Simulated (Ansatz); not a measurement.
**CuN (triplet): wave-function methods side by side, def2-QZVPP**

The task here is to estimate one member of a computed series from the others.

Program: Ansatz 0.2.0, Gaussian basis. Level of theory: def2-QZVPP, core rule «outside noble gas», up to 10 orbitals frozen. These are calculated values, not measurements.

To be run: UHF; ROHF; CCSD(T) on UHF.

2 further runs of the same task are left out: 2 set aside as unsound or not needed.

## What is computed

The geometry is a PBE0/def2-TZVP stationary point (not a proven minimum) of the parent state, kept for this charge and spin.

2 atoms, charge 0, spin multiplicity 3.

Atoms are counted from 1 here; the program's logs count them from 0.

Bond lengths: Cu1–N2 1.739 Å.

The first run:

The input, in.yaml:

```yaml
crystal:
  periodic: [false, false, false]
  atoms:
    - {symbol: Cu, position_ang: [0.000000, 0.000000, 0.000000]}
    - {symbol: N, position_ang: [0.000000, 0.000000, 1.738600]}
basis:
  gaussian: {orbitals: "def2-QZVPP.json"}
magnetization: {spin_polarized: true, initial_magnetization: 2}
hamiltonian: {xc: hf}
output: {orbitals: {seedname: orbitals}}
```

Command:

```
$ ansatz run in.yaml --threads 1 --pin off --events-out ev --progress --plain --max-ram 4096MiB --backend cpu
```

Among the steps run: UHF; ROHF; CCSD(T) on UHF.

One of the session's tables, all rows but one given; the rest of the session is left out.

```
  method  from UCCSD(T) (meV)
    ROHF             +18392.2
     UHF             +18133.5
    UMP2                    ?
   UCCSD               +939.3
UCCSD(T)                    0
```

Q: Estimate the row for UMP2 from the others.

As computed: from UCCSD(T) (meV): -677.9. In the column «from UCCSD(T) (meV)» it is the lowest.
